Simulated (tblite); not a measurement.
# C4H12O2Si2: the cost of one run

The runs use tblite 0.8.0 and PySCF 2.14.0, with density-fitted response routines of our own; the level of theory stands in each step. All values are computed, except where a source is named. Atoms count from 0, in the outputs and in this text.

## Step 1: The molecule as given

20 atoms, charge 0, multiplicity 1; geometry from: force field or distance geometry start.

Bonds of the start (Å): C0–O1 1.41, O1–C2 1.45, C2–Si3 1.86, Si3–Si4 2.30, Si4–C5 1.87, C5–C6 1.50, C5–O7 1.23, C0–H8 1.09, C0–H9 1.09, C0–H10 1.10, C2–H11 1.09, C2–H12 1.11, Si3–H13 1.49, Si3–H14 1.50, Si4–H15 1.49, Si4–H16 1.50, C6–H17 1.09, C6–H18 1.09, C6–H19 1.10.

## Step 2: Relaxing the molecule with GFN2-xTB

Job settings and geometry (Å):

```
{"job": {"kind": "relax", "xc": "GFN2-xTB", "basis": "xTB"}, "charge": 0, "multiplicity": 1}
C     -2.224100     1.598800    -0.064400
O     -1.455100     0.506000    -0.525500
C     -1.521200    -0.615600     0.391500
Si    -0.523000    -2.110900    -0.100200
Si     1.614500    -1.382300    -0.511200
C      1.872000     0.127300     0.569800
C      2.142600     1.452400    -0.088300
O      1.820200    -0.031500     1.789300
H     -1.864700     1.952100     0.907400
H     -2.140200     2.411700    -0.785400
H     -3.290000     1.316200     0.005500
H     -1.206400    -0.281200     1.381600
H     -2.585200    -0.916100     0.480600
H     -1.091500    -2.784700    -1.300300
H     -0.552700    -3.111300     1.014300
H      2.612100    -2.458900    -0.249200
H      1.758700    -1.010100    -1.955700
H      1.302700     1.721900    -0.729500
H      3.066100     1.406300    -0.660100
H      2.260100     2.220500     0.691100
```

On the command line:

```
OMP_NUM_THREADS=1 python probes_run.py task.json out
```

One launch serves the whole session: the jobs run in the order shown.

Q: Estimate the wall time and peak memory of this first job on 1 thread of Arm Neoverse N1, shared host.

About 1.8 s, with a peak of 0.18 GiB.
